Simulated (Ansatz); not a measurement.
**AlBH8OSi2: a ladder of functionals and wavefunction methods**

Aim: compute AlBH8OSi2 with functionals from several rungs and with coupled cluster. The yardstick is the atomisation energy at the CCSD(T) limit.

Computed with Ansatz 0.2.0, Gaussian basis. Level: functionals in def2-TZVPP, the program's frozen cores in correlated methods.

Levels to be run: PBE-D4, r2SCAN-D4, PBE0-D4, B3LYP-D4, ωB97X-V, ωB97M-V, B2PLYP; CCSD(T)/def2-TZVPP; MP2/def2-QZVPP; extrapolation to the limit.

### 1 The geometry

The geometry comes from an earlier relaxation with PBE0-D4 in a triple-zeta def2 set; it is a stationary point, not always the lowest conformer.

SMILES `O[BH][Al]([SiH3])[SiH3]`, 13 atoms, charge 0, spin multiplicity 1.

Atoms are counted from 1 here; the program's logs count them from 0.

Bond lengths: O1–B2 1.356 Å, O1–H6 0.962 Å, B2–Al3 2.144 Å, B2–H7 1.211 Å, Al3–Si4 2.465 Å, Al3–Si5 2.464 Å, Si4–H8 1.493 Å, Si4–H9 1.491 Å, Si4–H10 1.495 Å, Si5–H11 1.491 Å, Si5–H12 1.493 Å, Si5–H13 1.493 Å. Angles: B2–O1–H6 113.8°, O1–B2–Al3 119.1°, O1–B2–H7 117.9°, Al3–B2–H7 123.0°, B2–Al3–Si4 120.9°, B2–Al3–Si5 123.0°, Si4–Al3–Si5 116.1°, Al3–Si4–H8 112.1°, Al3–Si4–H9 113.9°, Al3–Si4–H10 109.6°, H8–Si4–H9 107.3°, H8–Si4–H10 106.6°, H9–Si4–H10 106.9°, Al3–Si5–H11 114.7°, Al3–Si5–H12 110.3°, Al3–Si5–H13 110.5°, H11–Si5–H12 107.2°, H11–Si5–H13 107.1° and more.

### 2 PBE-D4 (GGA)

Input file in.yaml:

```yaml
crystal:
  periodic: [false, false, false]
  atoms:
    - {symbol: O, position_ang: [-1.692305, 1.912661, -1.707715]}
    - {symbol: B, position_ang: [-0.404909, 1.528144, -1.522729]}
    - {symbol: Al, position_ang: [0.032607, 0.021377, -0.062161]}
    - {symbol: Si, position_ang: [0.597085, 0.635085, 2.257710]}
    - {symbol: Si, position_ang: [0.132418, -2.380448, -0.601408]}
    - {symbol: H, position_ang: [-1.802888, 2.590701, -2.381738]}
    - {symbol: H, position_ang: [0.447748, 2.058416, -2.199999]}
    - {symbol: H, position_ang: [-0.359230, 1.632649, 2.822548]}
    - {symbol: H, position_ang: [0.637544, -0.522658, 3.196630]}
    - {symbol: H, position_ang: [1.948949, 1.272309, 2.293263]}
    - {symbol: H, position_ang: [-0.163244, -2.711735, -2.025047]}
    - {symbol: H, position_ang: [-0.839688, -3.140777, 0.239196]}
    - {symbol: H, position_ang: [1.486413, -2.930426, -0.293750]}
basis:
  gaussian: {orbitals: def2-TZVPP}
hamiltonian: {xc: pbe, dispersion: d4}
output: {forces: true, orbitals: {seedname: orbitals}}
```

Run with:

```
ansatz run in.yaml --threads 4 --pin off --events-out ev --progress --plain --max-ram 10444MiB
```

The runs that follow: r2SCAN-D4 (meta-GGA); PBE0-D4 (hybrid); B3LYP-D4 (hybrid); ωB97X-V (range-separated); ωB97M-V (range-separated); B2PLYP (double hybrid); CCSD(T) in def2-TZVPP; MP2 in def2-QZVPP.

**Question.** What will the summary of the whole plan be? Wanted: atomisation energy, CCSD(T)/CBS; farthest; mean size of error, hybrid; mean size of error, range-separated; gap, smallest and largest; T1 diagnostic; triples share of the correlation energy.

The runs gave:

| quantity | value |
| --- | --- |
| atomisation energy, CCSD(T)/CBS | 3988.6 kJ/mol |
| functionals within 19.9 kJ/mol (0.5 %) | PBE-D4, r2SCAN-D4, B3LYP-D4, ωB97M-V |
| farthest | B2PLYP (-59.0 kJ/mol) |
| mean size of error, hybrid | 19.0 kJ/mol |
| mean size of error, range-separated | 16.4 kJ/mol |
| gap, smallest and largest | 2.84 eV (PBE-D4), 8.84 eV (ωB97X-V) |
| T1 diagnostic | 0.0148 |
| triples share of the correlation energy | 3.5 % |

In words: PBE-D4 misses by -2.3 kJ/mol. Double hybrids carry the basis error of their MP2 part in triple zeta, and no dispersion term here, so their miss is partly the set-up's. Misses under about 19.9 kJ/mol are within the doubt on the reference itself, which lacks core-valence correlation, relativity and higher excitations. Hartree-Fock recovers 76 % of the binding; the rest is correlation. The gap grows from 2.8 to 8.8 eV across the functionals, mostly with the share of exact exchange.
